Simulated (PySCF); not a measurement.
# C2H8F2SeSi2: electronic excitations

Aim: predict the electronic excitations of C2H8F2SeSi2 (`CC[Si@@H](F)[Se][SiH2]F`).

Computed with PySCF 2.14.0, with density-fitted response routines of our own, on a single molecule in the gas phase. Atoms count from 0, in the outputs and in this text.

## 1. The starting structure

15 atoms, charge 0, multiplicity 1; geometry from: GFN2-xTB.

Bonds of the start (Å): C0–C1 1.52, C1–Si2 1.89, Si2–F3 1.62, Si2–Se4 2.29, Se4–Si5 2.27, Si5–F6 1.61, C0–H7 1.09, C0–H8 1.09, C0–H9 1.09, C1–H10 1.09, C1–H11 1.09, Si2–H12 1.45, Si5–H13 1.45, Si5–H14 1.45.

## 2. TDDFT and polarisability: CAM-B3LYP/def2-SVPD

Job settings and geometry (Å):

```
{"job": {"kind": "uv", "xc": "CAM-B3LYP", "basis": "def2-SVPD", "nstates": 8, "ntriplets": 3}, "charge": 0, "multiplicity": 1}
C     -2.798298    -0.085598     0.042137
C     -1.585211     0.834155    -0.029412
Si     0.044974    -0.120425     0.072695
F      0.076928    -1.220431    -1.110151
Se     1.766164     1.331854    -0.320684
Si     3.441558    -0.178897    -0.546819
F      3.442651    -1.105312     0.766380
H     -3.720359     0.486708    -0.037383
H     -2.815380    -0.629568     0.983495
H     -2.775739    -0.810720    -0.767358
H     -1.613808     1.402135    -0.962094
H     -1.632420     1.565954     0.777611
H      0.272404    -0.914781     1.267796
H      4.689069     0.554151    -0.531058
H      3.203052    -1.101236    -1.638378
```

With the program's defaults for keys left out, this is: TDDFT CAM-B3LYP/def2-SVPD, vertical, gas phase, core orbitals frozen in the response.

On the command line:

```sh
$ OMP_NUM_THREADS=1 python probes_run.py task.json out
```

The driver reads the jobs from task.json and runs them one after another.

Predict these results of the whole session: lowest singlet (CAM-B3LYP/def2-SVPD); brightest single state of those computed; lowest triplet.

The runs gave:

| quantity | value |
| --- | --- |
| lowest singlet (CAM-B3LYP/def2-SVPD) | 5.72 eV (217 nm), f = 0.027 |
| brightest single state of those computed | state 7, 7.43 eV, f = 0.057 |
| lowest triplet | 5.36 eV |

In words: The first singlet state (HOMO→LUMO 0.94) lies at 5.72 eV and is weak; of the 8 states computed, the strongest absorption comes from state 7 at 7.43 eV. The lowest triplet lies 0.37 eV below the lowest singlet (triplets in Tamm-Dancoff, singlets in full TDDFT).
